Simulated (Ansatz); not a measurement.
# SnAs: response properties, part 2 of 2

The task, for SnAs: relax to small forces and stress, get the zone-centre modes and compute the elastic constants.

Ansatz 0.2.0; DFT LDA, scalar-relativistic, plane waves, PAW.

## Step 4: Strained cells: the elastic tensor

The COD entry's cell or inner coordinates are ideal or old and differ from later refinements, so a difference from it is no clean test against experiment.

input.yaml reads:

```yaml
crystal:
  lattice:
    - [0.0, 2.8359207806, 2.8359207806]
    - [2.8359207806, 0.0, 2.8359207806]
    - [2.8359207806, 2.8359207806, 0.0]
  atoms:
    - { symbol: Sn, position: [0.0, 0.0, 0.0] }
    - { symbol: As, position: [0.5, 0.5, 0.5] }
basis:
  ecutwfc: 420
kpoints:
  mp_grid: { grid: [12, 12, 12] }
hamiltonian:
  xc: lda
scf:
  occupations: { method: fermi_dirac, width: 0.15 }
output:
  forces: true
  stress: true
  eigenvalues: true
elastic:
  mode: relaxed_ion
  amplitude: 0.005
```

The run is started by

```console
$ ansatz run input.yaml --threads 1 --pin off --max-ram 2560MiB --backend cpu --events-out ev --progress --plain --runs-dir out
```

Standard output:

```text
Warning: RAYON_NUM_THREADS=1 ignored (pool sized by the plan → 1); use --threads N
band count auto-derived: 20 (N_el = 29.0; filled up to band 15; 19 by the electrons, moments and atoms)
[... 7 set-up lines as earlier in the session ...]
Crystal: 2 atoms, lattice volume = 45.615 Å³
Basis set: ecut = 420 eV, 893 PW (Γ)
Bands: 20, of which v1, the nominal top of the filled ones, is band 15 counted from 1 (14 counted from 0)
[... 2 set-up lines as earlier in the session ...]
k-points: 72 of 1728
[... 10 set-up lines as earlier in the session ...]
SCF iter   1: F=—  HF=-10653.417280 eV  |F-HF|=—  |Δ(HF+E_count)|=         —  Δρ=5.97e-3  dr2=8.17e-3  ethr=1.77e-3  ⟨swp⟩=5.3  Hψ=6775  notcnv=0
preconditioner: auto → Kerker (q_TF=auto, 2.530 Å⁻¹)  [metal: Δε(μ)=0.130 eV  Ē_g=19.321 eV  σ=0.150 eV  W_gap=0.20  n_scr=14 (ndim 8)  ℏωp=24.0 eV  f_vac=0.000  D(μ)=0.57/eV (n_scr^D=0)]
SCF iter   2: F=—  HF=-10653.413210 eV  |F-HF|=—  |Δ(HF+E_count)|=   4.07e-3  Δρ=3.43e-3  dr2=2.98e-3  ethr=2.82e-5  ⟨swp⟩=1.4  Hψ=2150  notcnv=0
SCF iter   3: F=—  HF=-10653.412258 eV  |F-HF|=—  |Δ(HF+E_count)|=   9.53e-4  Δρ=5.97e-4  dr2=2.22e-4  ethr=1.03e-5  ⟨swp⟩=2.0  Hψ=1796  notcnv=0
SCF iter   4: F=—  HF=-10653.412181 eV  |F-HF|=—  |Δ(HF+E_count)|=   7.65e-5  Δρ=2.31e-4  dr2=2.65e-5  ethr=7.65e-7  ⟨swp⟩=2.0  Hψ=2471  notcnv=0
SCF iter   5: F=—  HF=-10653.412168 eV  |F-HF|=—  |Δ(HF+E_count)|=   1.38e-5  Δρ=6.35e-5  dr2=2.16e-6  ethr=9.12e-8  ⟨swp⟩=2.0  Hψ=2482  notcnv=0
SCF iter   6: F=—  HF=-10653.412166 eV  |F-HF|=—  |Δ(HF+E_count)|=   1.52e-6  Δρ=3.11e-5  dr2=4.79e-7  ethr=7.45e-9  ⟨swp⟩=2.0  Hψ=2266  notcnv=0
SCF iter   7: F=—  HF=-10653.412166 eV  |F-HF|=—  |Δ(HF+E_count)|=   2.74e-7  Δρ=6.11e-6  dr2=1.87e-8  ethr=1.65e-9  ⟨swp⟩=2.0  Hψ=2491  notcnv=0
SCF iter   8: F=—  HF=-10653.412166 eV  |F-HF|=—  |Δ(HF+E_count)|=   3.91e-9  Δρ=1.47e-6  dr2=1.37e-9  ethr=6.45e-11  ⟨swp⟩=2.9  Hψ=2115  notcnv=0
SCF iter   9: F=—  HF=-10653.412166 eV  |F-HF|=—  |Δ(HF+E_count)|=  5.64e-11  Δρ=2.43e-7  dr2=2.52e-11  ethr=4.71e-12  ⟨swp⟩=2.6  Hψ=2008  notcnv=0
SCF iter  10: F=—  HF=-10653.412166 eV  |F-HF|=—  |Δ(HF+E_count)|=  1.09e-11  Δρ=3.26e-8  dr2=3.28e-13  ethr=8.69e-14 (applied; sched 1.00e-12)  ⟨swp⟩=2.7  Hψ=2299  notcnv=0  defer=3
SCF iter  11: F=-10653.412166 eV  HF=-10653.412166 eV  |F-HF|=3.64e-12  |Δ(HF+E_count)|=  1.82e-12  Δρ=5.99e-9  dr2=1.11e-14  ethr=1.00e-12  ⟨swp⟩=4.2  Hψ=4383  notcnv=0
SCF 1 converged in 11 iterations: F = -10653.412166 eV  dr2 = 1.11e-14
Crystal: 2 atoms, lattice volume = 45.159 Å³
Symmetry: 16 space group operations
k-points: 163 of 1728
Initial density: handed on by an earlier stage of this run
Initial wavefunctions: those handed on with the density
iter 1 solved again at ethr=3.53e-7 eV; its pass at ethr=3.10e-3 eV (dr2=1.02e-4 eV) is discarded
SCF iter   1: F=—  HF=-10653.409651 eV  |F-HF|=—  |Δ(HF+E_count)|=         —  Δρ=4.68e-4  dr2=1.07e-4  ethr=3.53e-7  ⟨swp⟩=2.1  Hψ=19353  notcnv=0  defer=3
preconditioner: auto → Kerker (q_TF=auto, 2.534 Å⁻¹)  [metal: Δε(μ)=0.014 eV  Ē_g=19.407 eV  σ=0.150 eV  W_gap=0.02  n_scr=14 (ndim 8)  ℏωp=24.1 eV  f_vac=0.000  D(μ)=0.56/eV (n_scr^D=0)]
SCF iter   2: F=—  HF=-10653.409636 eV  |F-HF|=—  |Δ(HF+E_count)|=   1.54e-5  Δρ=3.01e-4  dr2=4.44e-5  ethr=3.53e-7  ⟨swp⟩=1.0  Hψ=3254  notcnv=0  defer=3
SCF iter   3: F=—  HF=-10653.409626 eV  |F-HF|=—  |Δ(HF+E_count)|=   9.25e-6  Δρ=5.68e-5  dr2=1.96e-6  ethr=1.53e-7  ⟨swp⟩=2.4  Hψ=5641  notcnv=0  defer=3
SCF iter   4: F=—  HF=-10653.409626 eV  |F-HF|=—  |Δ(HF+E_count)|=   5.69e-7  Δρ=2.88e-5  dr2=4.40e-7  ethr=6.77e-9  ⟨swp⟩=2.0  Hψ=5623  notcnv=0  defer=3
SCF iter   5: F=—  HF=-10653.409626 eV  |F-HF|=—  |Δ(HF+E_count)|=   1.36e-8  Δρ=7.08e-6  dr2=3.24e-8  ethr=1.52e-9  ⟨swp⟩=1.8  Hψ=3674  notcnv=0  defer=3
SCF iter   6: F=—  HF=-10653.409626 eV  |F-HF|=—  |Δ(HF+E_count)|=   2.07e-9  Δρ=1.81e-6  dr2=1.29e-9  ethr=1.12e-10  ⟨swp⟩=2.0  Hψ=4805  notcnv=0  defer=3
SCF iter   7: F=—  HF=-10653.409626 eV  |F-HF|=—  |Δ(HF+E_count)|=  6.86e-10  Δρ=3.93e-7  dr2=6.09e-11  ethr=4.44e-12  ⟨swp⟩=2.3  Hψ=5691  notcnv=0  defer=3
SCF iter   8: F=—  HF=-10653.409626 eV  |F-HF|=—  |Δ(HF+E_count)|=  1.27e-11  Δρ=9.60e-8  dr2=2.90e-12  ethr=2.10e-13 (applied; sched 1.00e-12)  ⟨swp⟩=2.0  Hψ=4765  notcnv=0  defer=5
SCF iter   9: F=-10653.409626 eV  HF=-10653.409626 eV  |F-HF|=0.00e0  |Δ(HF+E_count)|=    0.00e0  Δρ=1.33e-8  dr2=9.05e-14  ethr=1.00e-12  ⟨swp⟩=3.0  Hψ=12705  notcnv=0
SCF 2 converged in 9 iterations: F = -10653.409626 eV  dr2 = 9.05e-14
Crystal: 2 atoms, lattice volume = 46.072 Å³
Basis set: ecut = 420 eV, 909 PW (Γ)
iter 1 solved again at ethr=2.37e-9 eV; its pass at ethr=3.10e-3 eV (dr2=6.88e-7 eV) is discarded
SCF iter   1: F=—  HF=-10653.409828 eV  |F-HF|=—  |Δ(HF+E_count)|=         —  Δρ=3.44e-5  dr2=7.38e-7  ethr=2.37e-9  ⟨swp⟩=2.3  Hψ=17377  notcnv=0
preconditioner: auto → Kerker (q_TF=auto, 2.526 Å⁻¹)  [metal: Δε(μ)=0.026 eV  Ē_g=19.302 eV  σ=0.150 eV  W_gap=0.04  n_scr=14 (ndim 8)  ℏωp=23.8 eV  f_vac=0.000  D(μ)=0.58/eV (n_scr^D=0)]
SCF iter   2: F=—  HF=-10653.409828 eV  |F-HF|=—  |Δ(HF+E_count)|=   1.23e-7  Δρ=1.94e-5  dr2=2.36e-7  ethr=2.37e-9  ⟨swp⟩=1.0  Hψ=3256  notcnv=0
SCF iter   3: F=—  HF=-10653.409828 eV  |F-HF|=—  |Δ(HF+E_count)|=   5.61e-8  Δρ=4.11e-6  dr2=1.19e-8  ethr=8.15e-10  ⟨swp⟩=2.9  Hψ=5619  notcnv=0
SCF iter   4: F=—  HF=-10653.409828 eV  |F-HF|=—  |Δ(HF+E_count)|=   9.52e-9  Δρ=1.86e-6  dr2=1.14e-9  ethr=4.11e-11  ⟨swp⟩=2.0  Hψ=5627  notcnv=0
SCF iter   5: F=—  HF=-10653.409828 eV  |F-HF|=—  |Δ(HF+E_count)|=  2.29e-10  Δρ=3.04e-7  dr2=4.14e-11  ethr=3.95e-12  ⟨swp⟩=2.2  Hψ=4212  notcnv=0
SCF iter   6: F=—  HF=-10653.409828 eV  |F-HF|=—  |Δ(HF+E_count)|=  1.09e-11  Δρ=9.43e-8  dr2=5.00e-12  ethr=1.43e-13 (applied; sched 1.00e-12)  ⟨swp⟩=2.1  Hψ=4543  notcnv=0  defer=2
SCF iter   7: F=—  HF=-10653.409828 eV  |F-HF|=—  |Δ(HF+E_count)|=  3.64e-12  Δρ=2.44e-8  dr2=3.42e-13  ethr=1.72e-14 (applied; sched 1.00e-12)  ⟨swp⟩=2.1  Hψ=5025  notcnv=0  defer=4
SCF iter   8: F=-10653.409828 eV  HF=-10653.409828 eV  |F-HF|=3.64e-12  |Δ(HF+E_count)|=  3.64e-12  Δρ=6.37e-9  dr2=1.56e-14  ethr=1.00e-12  ⟨swp⟩=4.1  Hψ=9553  notcnv=0
SCF 3 converged in 8 iterations: F = -10653.409828 eV  dr2 = 1.56e-14
Crystal: 2 atoms, lattice volume = 45.844 Å³
SCF iter   1: F=—  HF=-10653.411571 eV  |F-HF|=—  |Δ(HF+E_count)|=         —  Δρ=4.65e-6  dr2=2.31e-10  ethr=1.00e-12  ⟨swp⟩=8.8  Hψ=21945  notcnv=0  defer=5
preconditioner: auto → Kerker (q_TF=auto, 2.528 Å⁻¹)  [metal: Δε(μ)=0.034 eV  Ē_g=19.327 eV  σ=0.150 eV  W_gap=0.06  n_scr=14 (ndim 8)  ℏωp=23.9 eV  f_vac=0.000  D(μ)=0.58/eV (n_scr^D=0)]
SCF iter   2: F=—  HF=-10653.411571 eV  |F-HF|=—  |Δ(HF+E_count)|=   6.21e-9  Δρ=2.36e-6  dr2=6.27e-11  ethr=7.96e-13 (applied; sched 1.00e-12)  ⟨swp⟩=1.0  Hψ=4565  notcnv=0  defer=5
SCF iter   3: F=—  HF=-10653.411571 eV  |F-HF|=—  |Δ(HF+E_count)|=   2.15e-9  Δρ=8.74e-8  dr2=7.35e-13  ethr=2.16e-13 (applied; sched 1.00e-12)  ⟨swp⟩=1.0  Hψ=3254  notcnv=0  defer=5
SCF iter   4: F=—  HF=-10653.411571 eV  |F-HF|=—  |Δ(HF+E_count)|=  1.82e-12  Δρ=2.82e-8  dr2=2.06e-13  ethr=1.00e-12  ⟨swp⟩=5.0  Hψ=11740  notcnv=0
SCF iter   5: F=-10653.411571 eV  HF=-10653.411571 eV  |F-HF|=0.00e0  |Δ(HF+E_count)|=  1.82e-12  Δρ=5.26e-9  dr2=1.40e-14  ethr=1.00e-12  ⟨swp⟩=4.0  Hψ=9458  notcnv=0
SCF 4 converged in 5 iterations: F = -10653.411571 eV  dr2 = 1.40e-14
Crystal: 2 atoms, lattice volume = 45.387 Å³
SCF iter   1: F=—  HF=-10653.411545 eV  |F-HF|=—  |Δ(HF+E_count)|=         —  Δρ=2.61e-6  dr2=8.15e-11  ethr=1.00e-12  ⟨swp⟩=9.0  Hψ=21753  notcnv=0
preconditioner: auto → Kerker (q_TF=auto, 2.532 Å⁻¹)  [metal: Δε(μ)=0.028 eV  Ē_g=19.382 eV  σ=0.150 eV  W_gap=0.05  n_scr=14 (ndim 8)  ℏωp=24.0 eV  f_vac=0.000  D(μ)=0.57/eV (n_scr^D=0)]
SCF iter   2: F=—  HF=-10653.411545 eV  |F-HF|=—  |Δ(HF+E_count)|=   1.85e-9  Δρ=1.33e-6  dr2=2.47e-11  ethr=2.81e-13 (applied; sched 1.00e-12)  ⟨swp⟩=1.0  Hψ=4569  notcnv=0  defer=1
SCF iter   3: F=—  HF=-10653.411545 eV  |F-HF|=—  |Δ(HF+E_count)|=  6.37e-10  Δρ=1.11e-7  dr2=7.58e-13  ethr=8.53e-14 (applied; sched 1.00e-12)  ⟨swp⟩=1.0  Hψ=3268  notcnv=0  defer=6
SCF iter   4: F=—  HF=-10653.411545 eV  |F-HF|=—  |Δ(HF+E_count)|=  3.64e-12  Δρ=3.34e-8  dr2=1.57e-13  ethr=1.00e-12  ⟨swp⟩=4.9  Hψ=11480  notcnv=0
SCF iter   5: F=-10653.411545 eV  HF=-10653.411545 eV  |F-HF|=0.00e0  |Δ(HF+E_count)|=    0.00e0  Δρ=4.55e-9  dr2=1.07e-14  ethr=1.00e-12  ⟨swp⟩=4.0  Hψ=9436  notcnv=0
SCF 5 converged in 5 iterations: F = -10653.411545 eV  dr2 = 1.07e-14
Crystal: 2 atoms, lattice volume = 45.614 Å³
Symmetry: 8 space group operations
k-points: 280 of 1728
iter 1 solved again at ethr=8.03e-8 eV; its pass at ethr=3.10e-3 eV (dr2=2.33e-5 eV) is discarded
SCF iter   1: F=—  HF=-10653.411737 eV  |F-HF|=—  |Δ(HF+E_count)|=         —  Δρ=1.75e-4  dr2=1.96e-5  ethr=8.03e-8  ⟨swp⟩=3.0  Hψ=32657  notcnv=0
preconditioner: auto → Kerker (q_TF=auto, 2.530 Å⁻¹)  [metal: Δε(μ)=0.011 eV  Ē_g=19.354 eV  σ=0.150 eV  W_gap=0.02  n_scr=14 (ndim 8)  ℏωp=24.0 eV  f_vac=0.000  D(μ)=0.57/eV (n_scr^D=0)]
SCF iter   2: F=—  HF=-10653.411734 eV  |F-HF|=—  |Δ(HF+E_count)|=   3.07e-6  Δρ=1.17e-4  dr2=9.73e-6  ethr=6.77e-8  ⟨swp⟩=1.0  Hψ=5589  notcnv=0
SCF iter   3: F=—  HF=-10653.411729 eV  |F-HF|=—  |Δ(HF+E_count)|=   4.88e-6  Δρ=2.00e-5  dr2=2.30e-7  ethr=3.35e-8  ⟨swp⟩=2.0  Hψ=6769  notcnv=0
SCF iter   4: F=—  HF=-10653.411730 eV  |F-HF|=—  |Δ(HF+E_count)|=   1.07e-6  Δρ=4.93e-6  dr2=1.04e-8  ethr=7.93e-10  ⟨swp⟩=2.5  Hψ=7639  notcnv=0
SCF iter   5: F=—  HF=-10653.411730 eV  |F-HF|=—  |Δ(HF+E_count)|=   2.88e-9  Δρ=1.56e-6  dr2=1.01e-9  ethr=3.59e-11  ⟨swp⟩=2.0  Hψ=9664  notcnv=0
SCF iter   6: F=—  HF=-10653.411730 eV  |F-HF|=—  |Δ(HF+E_count)|=  1.46e-11  Δρ=5.69e-7  dr2=1.03e-10  ethr=3.49e-12  ⟨swp⟩=2.0  Hψ=9655  notcnv=0
SCF iter   7: F=—  HF=-10653.411730 eV  |F-HF|=—  |Δ(HF+E_count)|=  3.27e-11  Δρ=2.42e-7  dr2=1.71e-11  ethr=3.55e-13 (applied; sched 1.00e-12)  ⟨swp⟩=2.0  Hψ=9666  notcnv=0  defer=6
SCF iter   8: F=—  HF=-10653.411730 eV  |F-HF|=—  |Δ(HF+E_count)|=  3.64e-12  Δρ=5.78e-8  dr2=1.09e-12  ethr=5.89e-14 (applied; sched 1.00e-12)  ⟨swp⟩=2.7  Hψ=8596  notcnv=0  defer=10
SCF iter   9: F=-10653.411730 eV  HF=-10653.411730 eV  |F-HF|=3.64e-12  |Δ(HF+E_count)|=  3.64e-12  Δρ=8.97e-9  dr2=2.99e-14  ethr=1.00e-12  ⟨swp⟩=4.1  Hψ=18071  notcnv=0
SCF 6 converged in 9 iterations: F = -10653.411730 eV  dr2 = 2.99e-14
iter 1 solved again at ethr=4.22e-10 eV; its pass at ethr=3.10e-3 eV (dr2=1.22e-7 eV) is discarded
SCF iter   1: F=—  HF=-10653.411730 eV  |F-HF|=—  |Δ(HF+E_count)|=         —  Δρ=1.38e-5  dr2=1.15e-7  ethr=4.22e-10  ⟨swp⟩=2.5  Hψ=29790  notcnv=0  defer=3
SCF iter   2: F=—  HF=-10653.411730 eV  |F-HF|=—  |Δ(HF+E_count)|=   1.14e-8  Δρ=8.07e-6  dr2=3.93e-8  ethr=3.95e-10  ⟨swp⟩=1.0  Hψ=5589  notcnv=0  defer=3
SCF iter   3: F=—  HF=-10653.411730 eV  |F-HF|=—  |Δ(HF+E_count)|=   6.04e-9  Δρ=1.97e-6  dr2=2.39e-9  ethr=1.36e-10  ⟨swp⟩=2.7  Hψ=9681  notcnv=0  defer=3
SCF iter   4: F=—  HF=-10653.411730 eV  |F-HF|=—  |Δ(HF+E_count)|=   1.04e-9  Δρ=1.02e-6  dr2=4.75e-10  ethr=8.24e-12  ⟨swp⟩=2.0  Hψ=9636  notcnv=0  defer=3
SCF iter   5: F=—  HF=-10653.411730 eV  |F-HF|=—  |Δ(HF+E_count)|=  2.18e-11  Δρ=2.38e-7  dr2=3.76e-11  ethr=1.64e-12  ⟨swp⟩=1.0  Hψ=5602  notcnv=0  defer=3
SCF iter   6: F=—  HF=-10653.411730 eV  |F-HF|=—  |Δ(HF+E_count)|=  1.82e-12  Δρ=8.04e-8  dr2=2.62e-12  ethr=1.30e-13 (applied; sched 1.00e-12)  ⟨swp⟩=2.0  Hψ=8203  notcnv=0  defer=6
SCF iter   7: F=-10653.411730 eV  HF=-10653.411730 eV  |F-HF|=3.64e-12  |Δ(HF+E_count)|=    0.00e0  Δρ=1.08e-8  dr2=6.71e-14  ethr=1.00e-12  ⟨swp⟩=3.1  Hψ=22437  notcnv=0
SCF 7 converged in 7 iterations: F = -10653.411730 eV  dr2 = 6.71e-14
SCF iter   1: F=—  HF=-10653.412059 eV  |F-HF|=—  |Δ(HF+E_count)|=         —  Δρ=3.33e-6  dr2=1.16e-10  ethr=1.00e-12  ⟨swp⟩=8.5  Hψ=36051  notcnv=0  defer=6
preconditioner: auto → Kerker (q_TF=auto, 2.530 Å⁻¹)  [metal: Δε(μ)=0.006 eV  Ē_g=19.354 eV  σ=0.150 eV  W_gap=0.01  n_scr=14 (ndim 8)  ℏωp=24.0 eV  f_vac=0.000  D(μ)=0.57/eV (n_scr^D=0)]
SCF iter   2: F=—  HF=-10653.412059 eV  |F-HF|=—  |Δ(HF+E_count)|=   3.09e-9  Δρ=1.69e-6  dr2=3.27e-11  ethr=4.01e-13 (applied; sched 1.00e-12)  ⟨swp⟩=1.0  Hψ=7840  notcnv=0  defer=7
SCF iter   3: F=—  HF=-10653.412059 eV  |F-HF|=—  |Δ(HF+E_count)|=   1.07e-9  Δρ=1.36e-7  dr2=7.94e-13  ethr=1.13e-13 (applied; sched 1.00e-12)  ⟨swp⟩=1.0  Hψ=5589  notcnv=0  defer=7
SCF iter   4: F=—  HF=-10653.412059 eV  |F-HF|=—  |Δ(HF+E_count)|=  3.64e-12  Δρ=2.43e-8  dr2=2.35e-13  ethr=1.00e-12  ⟨swp⟩=4.7  Hψ=19389  notcnv=0
SCF iter   5: F=-10653.412059 eV  HF=-10653.412059 eV  |F-HF|=1.82e-12  |Δ(HF+E_count)|=    0.00e0  Δρ=6.10e-9  dr2=2.45e-14  ethr=1.00e-12  ⟨swp⟩=4.0  Hψ=16217  notcnv=0
SCF 8 converged in 5 iterations: F = -10653.412059 eV  dr2 = 2.45e-14
SCF iter   1: F=—  HF=-10653.412059 eV  |F-HF|=—  |Δ(HF+E_count)|=         —  Δρ=3.33e-6  dr2=1.16e-10  ethr=1.00e-12  ⟨swp⟩=9.0  Hψ=39595  notcnv=0  defer=1
SCF iter   2: F=—  HF=-10653.412059 eV  |F-HF|=—  |Δ(HF+E_count)|=   3.09e-9  Δρ=1.69e-6  dr2=3.27e-11  ethr=4.02e-13 (applied; sched 1.00e-12)  ⟨swp⟩=1.0  Hψ=7888  notcnv=0  defer=1
SCF iter   3: F=—  HF=-10653.412059 eV  |F-HF|=—  |Δ(HF+E_count)|=   1.06e-9  Δρ=1.26e-7  dr2=7.75e-13  ethr=1.13e-13 (applied; sched 1.00e-12)  ⟨swp⟩=1.1  Hψ=5741  notcnv=0  defer=4
SCF iter   4: F=—  HF=-10653.412059 eV  |F-HF|=—  |Δ(HF+E_count)|=  1.82e-12  Δρ=2.38e-8  dr2=2.24e-13  ethr=1.00e-12  ⟨swp⟩=4.6  Hψ=19318  notcnv=0
SCF iter   5: F=-10653.412059 eV  HF=-10653.412059 eV  |F-HF|=0.00e0  |Δ(HF+E_count)|=    0.00e0  Δρ=5.50e-9  dr2=2.17e-14  ethr=1.00e-12  ⟨swp⟩=4.0  Hψ=16244  notcnv=0
SCF 9 converged in 5 iterations: F = -10653.412059 eV  dr2 = 2.17e-14
SCF converged after 11 iterations
Free energy (F): -10653.412166 eV
Harris-Foulkes:  -10653.412166 eV  (|F-HF|=3.64e-12)
Internal energy: -10653.366133 eV  (E = F + TS)
E sigma→0 (E₀):  -10653.389149 eV
Entropy (-TS):   -0.046033 eV (-23.017 meV/atom)
Fermi energy:    11.194253 eV
--- Per-component energies (eV) ---
  E_band       = -295.837230
  E_kinetic    = 292.704233
  E_local      = -2445.504938  (includes V_loc(G=0)·N_el)
  E_nonlocal   = -693.282192
  E_hartree    = 1428.789156
  E_xc         = -458.974545
  E_vxc        = -179.458307  (∫ρ·V_xc dr)
  E_paw        = -5748.384453  (= ΣΔE_a)
  E_vpaw       = -127.874348  (= ΣTr[D̂ρ^β])
  E_aug_tail   = 0.000007  (compensation charges beyond the density's cutoff)
  E_ewald      = -3031.213530
  E_core_change = 2.500128  (= ΣΔE_core)
  E_smearing   = -0.046033  (= −TS)
  E_closure    = -0.000000  (closes the sum)
  Σ components = -10653.412166   (vs F -10653.412166, Δ=0.00e0)
--- Forces (eV/Å), atoms counted from 1 ---
  atom   1  Sn     0.00000000    -0.00000000    -0.00000000
  atom   2  As     0.00000000    -0.00000000     0.00000000
  max |Σ_I F_I| component: 1.05e-29 eV/Å
--- Stress (GPa, compression-positive) ---
       -0.000326       0.000000       0.000000
       -0.000000      -0.000326       0.000000
        0.000000      -0.000000      -0.000326
  P = ⅓ Tr σ = -0.0003 GPa (-0.003 kbar)
--- Band table (eV; the first three rows and the last of 72) ---
  k-point 0: bands = ["-24.4459", "-24.4459", "-24.4384", "-24.4384", "-24.4384", "-10.2717", "-10.2717", "-10.2588", "-10.2588", "-10.2588", "-2.2259", "8.5411", "10.0719", "10.0719", "10.0719", "16.7245", "16.7245", "16.7245", "17.3081", "17.3081"]
  k-point 1: bands = ["-24.4459", "-24.4459", "-24.4383", "-24.4383", "-24.4383", "-10.2726", "-10.2726", "-10.2585", "-10.2574", "-10.2574", "-2.1404", "7.7845", "10.0816", "10.0816", "10.6620", "16.1708", "16.1794", "16.1794", "17.3091", "17.5265"]
  k-point 2: bands = ["-24.4458", "-24.4458", "-24.4383", "-24.4381", "-24.4381", "-10.2756", "-10.2756", "-10.2579", "-10.2533", "-10.2533", "-1.8866", "6.5148", "10.1193", "10.1193", "11.4103", "15.1894", "15.1894", "15.3520", "17.3481", "18.0582"]
  k-point 71: bands = ["-24.4461", "-24.4451", "-24.4377", "-24.4377", "-24.4366", "-10.3123", "-10.2722", "-10.2486", "-10.2486", "-10.2221", "0.7296", "3.9751", "6.2385", "6.2385", "12.1365", "13.3756", "17.2394", "17.2394", "20.1757", "20.1757"]
--- Elastic constants: 2 strain directions × 4 members + reference (group order 48) ---
  dense FFT box of the reference and of every strained cell: 27×27×27
  strains applied: 11, 23; error gains: componentwise 1.00 (the most a stress slope's error grows in a printed constant), spectral 1.73 (1 for all six strains in a standard setting)
  C = ∂σ_k/∂η_j (tension-positive GPa; Voigt order 11 22 33 23 13 12):
       170.998     29.149     29.149      0.000      0.000      0.000
        29.149    170.998     29.149      0.000      0.000      0.000
        29.149     29.149    170.998      0.000      0.000      0.000
         0.000      0.000      0.000     30.594      0.000      0.000
         0.000      0.000     -0.000      0.000     30.594      0.000
        -0.000      0.000      0.000      0.000     -0.000     30.594
  reference stress σ⁰ (GPa):      0.000      0.000      0.000     -0.000     -0.000      0.000
  C* (energy form; C + prestress term) asymmetry max|C*_kj − C*_jk| = 1.776e-14 GPa — a small one proves nothing (zero by symmetry where the batch's group is 432, −43m or m−3m); a large one is finite-difference/SCF noise where every solve meets its electron count
  moduli (Voigt/Reuss/Hill, GPa): K = 76.43/76.43/76.43   G = 46.73/39.60/43.16   E = 108.98   ν = 0.262
  mechanically stable: yes (min eigenvalue of sym C = 30.59 GPa)
  strain η (Voigt 11):  stress-route row diagonal C_11 = 171.00 GPa, energy-path curvature d²(F+E_count+ΔE)/dδ²/Ω₀ = 170.99 GPa
    cells at ±δ against ±2δ: C11 171.09 and 171.36 GPa, apart by 0.16 % of the column's largest entry
         δ    σ_11 (GPa)             F (eV)   n_scf  n_hpsi   n_pw
    -1.000e-2      -1.8185      -10653.4096258       9   68771    903   relax 0 steps, max|allowed force component| 7.40e-31 eV/Å
    -5.000e-3      -0.8815      -10653.4115447       5   53766    909   relax 0 steps, max|allowed force component| 6.47e-29 eV/Å
     5.000e-3       0.8294      -10653.4115714       5   54222    922   relax 0 steps, max|allowed force component| 5.13e-30 eV/Å
     1.000e-2       1.6086      -10653.4098276       8   58470    926   relax 0 steps, max|allowed force component| 1.08e-30 eV/Å
  strain η (Voigt 23):  stress-route row diagonal C_44 = 30.59 GPa, energy-path curvature d²(F+E_count+ΔE)/dδ²/Ω₀ = 30.60 GPa
    cells at ±δ against ±2δ: C44 30.58 and 30.55 GPa, apart by 0.11 % of the column's largest entry
         δ    σ_23 (GPa)             F (eV)   n_scf  n_hpsi   n_pw
    -1.000e-2      -0.3055      -10653.4117301       9  113902    909   relax 0 steps, max|allowed force component| 8.28e-30 eV/Å
    -5.000e-3      -0.1529      -10653.4120587       5   94388    911   relax 0 steps, max|allowed force component| 3.16e-29 eV/Å
     5.000e-3       0.1529      -10653.4120587       5   90686    911   relax 0 steps, max|allowed force component| 2.84e-29 eV/Å
     1.000e-2       0.3055      -10653.4117301       7   96540    909   relax 0 steps, max|allowed force component| 9.47e-30 eV/Å
```

Wall time 98 s (1 thread of Intel Xeon Platinum 8259CL at 2.50GHz (Skylake/Cascade Lake), shared host); peak memory 0.62 GiB.

What follows for a polycrystal (Hill averages; density 7.049 g/cm³):

| quantity | value |
| --- | --- |
| bulk modulus B | 76.4 GPa |
| shear modulus G | 43.2 GPa |
| B/G | 1.77 |
| universal anisotropy index | 0.90 |
| sound speeds v_l, v_t | 4360, 2475 m/s |
| Debye temperature Θ | 289 K |

Young's modulus by Cartesian direction:

```tsv
direction	E (GPa)
(1, 0, 0)	163
(0, 1, 0)	163
(0, 0, 1)	163
(1, 1, 0)	93
(1, 0, 1)	93
(0, 1, 1)	93
(1, 1, 1)	81
```

## Step 5: Summary of results

The summary covers parts 1 to 2.

| quantity | value |
| --- | --- |
| optical modes at Γ | 95 cm⁻¹ |
| C11, C12, C44 (relaxed-ion) | 171, 29, 31 GPa |
| B, G, E (Hill) (relaxed-ion) | 76, 43, 109 GPa |
| Poisson ratio (relaxed-ion) | 0.26 |
| Debye temperature | 289 K |

In words: All optical modes at Γ are real, so no distortion that keeps the cell lowers the energy to second order; that says nothing of other wave vectors. The tensor is positive definite (least eigenvalue 31 GPa), so the crystal resists every homogeneous strain. B/G = 1.77 lies at 1.75, which by Pugh's rule of thumb suggests borderline behaviour; Young's modulus ranges from about 81 to 163 GPa with direction. In a metal such response values depend on mesh and smearing, which were not converged here. A measured lattice constant a of SnAs is 5.72513 Å (quoted in “Electronic Band Structure and Superconducting Properties of SnAs”, 2019, arxiv:1910.07426); the calculated 5.672 Å misses it by -0.9 %. 3 values of this kind are on record (5.721 to 5.72513 Å); this one was drawn at random among those near their median, those with a stated uncertainty first. That is the cell relaxed with LDA. The calculation is for a static lattice.
